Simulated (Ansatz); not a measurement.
# C3H9AlS: one species, many methods

The task here is to estimate one member of a computed series from the others.

Program: Ansatz 0.2.0, Gaussian basis. Level of theory: functionals in def2-TZVPP, the program's frozen cores in correlated methods. These are calculated values, not measurements.

Plan: PBE-D4, r2SCAN-D4, PBE0-D4, B3LYP-D4, ωB97X-V, ωB97M-V, B2PLYP; CCSD(T)/def2-TZVPP; MP2/def2-QZVPP; extrapolation to the limit.

## The relaxed structure

All runs share one geometry, relaxed beforehand with PBE0-D4 in a triple-zeta def2 set.

SMILES `C[C](C)([AlH2])S`, 14 atoms, charge 0, spin multiplicity 1.

Atoms are counted from 1 here; the program's logs count them from 0.

Bond lengths: C1–C2 1.527 Å, C1–H6 1.093 Å, C1–H7 1.098 Å, C1–H8 1.096 Å, C2–C3 1.527 Å, C2–Al4 1.986 Å, C2–S5 1.810 Å, C3–H9 1.093 Å, C3–H10 1.098 Å, C3–H11 1.096 Å, Al4–H12 1.589 Å, Al4–H13 1.584 Å, S5–H14 1.351 Å. Angles: C2–C1–H6 112.3°, C2–C1–H7 110.4°, C2–C1–H8 111.2°, H6–C1–H7 107.1°, H6–C1–H8 108.4°, H7–C1–H8 107.2°, C1–C2–C3 110.0°, C1–C2–Al4 109.2°, C1–C2–S5 111.2°, C3–C2–Al4 109.3°, C3–C2–S5 111.2°, Al4–C2–S5 105.8°, C2–C3–H9 112.3°, C2–C3–H10 110.4°, C2–C3–H11 111.2°, H9–C3–H10 107.1°, H9–C3–H11 108.4°, H10–C3–H11 107.2° and more.

Set-up of the first run:

in.yaml

```yaml
crystal:
  periodic: [false, false, false]
  atoms:
    - {symbol: C, position_ang: [-1.340073, 0.285677, -0.411546]}
    - {symbol: C, position_ang: [0.141124, 0.213403, -0.046630]}
    - {symbol: C, position_ang: [0.734912, -1.107740, -0.530056]}
    - {symbol: Al, position_ang: [0.332996, 0.335290, 1.926053]}
    - {symbol: S, position_ang: [1.051294, 1.625713, -0.718519]}
    - {symbol: H, position_ang: [-1.794387, 1.233833, -0.113784]}
    - {symbol: H, position_ang: [-1.472226, 0.191084, -1.497638]}
    - {symbol: H, position_ang: [-1.903471, -0.530409, 0.055236]}
    - {symbol: H, position_ang: [1.804430, -1.183082, -0.319130]}
    - {symbol: H, position_ang: [0.611867, -1.208469, -1.616673]}
    - {symbol: H, position_ang: [0.229504, -1.962361, -0.066111]}
    - {symbol: H, position_ang: [-0.359184, -0.824490, 2.763125]}
    - {symbol: H, position_ang: [1.121811, 1.512583, 2.634592]}
    - {symbol: H, position_ang: [0.828401, 1.389670, -2.030020]}
basis:
  gaussian: {orbitals: def2-TZVPP}
hamiltonian: {xc: pbe, dispersion: d4}
output: {forces: true, orbitals: {seedname: orbitals}}
```

The run is started by

```console
$ ansatz run in.yaml --threads 4 --pin off --events-out ev --progress --plain --max-ram 10444MiB
```

Steps of the session up to this table: PBE-D4 (GGA); r2SCAN-D4 (meta-GGA); PBE0-D4 (hybrid); B3LYP-D4 (hybrid); ωB97X-V (range-separated); ωB97M-V (range-separated); B2PLYP (double hybrid); CCSD(T) in def2-TZVPP; MP2 in def2-QZVPP.

One of the session's tables, all rows but one given; the rest of the session is left out.

It belongs to the step «Atomisation energies». 

| method | atomisation energy (eV) |
| --- | --- |
| PBE-D4 | 50.981 |
| r2SCAN-D4 | 50.501 |
| PBE0-D4 | 50.493 |
| B3LYP-D4 | ? |
| ωB97X-V | 50.563 |
| ωB97M-V | 50.584 |
| B2PLYP | 49.712 |
| HF/def2-TZVPP | 37.520 |
| MP2/def2-TZVPP | 49.615 |
| CCSD/def2-TZVPP | 48.591 |
| CCSD(T)/def2-TZVPP | 49.236 |
| MP2/CBS | 50.801 |
| CCSD(T)/CBS | 50.422 |

**Question.** Estimate the row for B3LYP-D4.

The run gave: atomisation energy (eV): 50.321. In the column «atomisation energy (eV)» it lies between B2PLYP (49.712) and CCSD(T)/CBS (50.422).
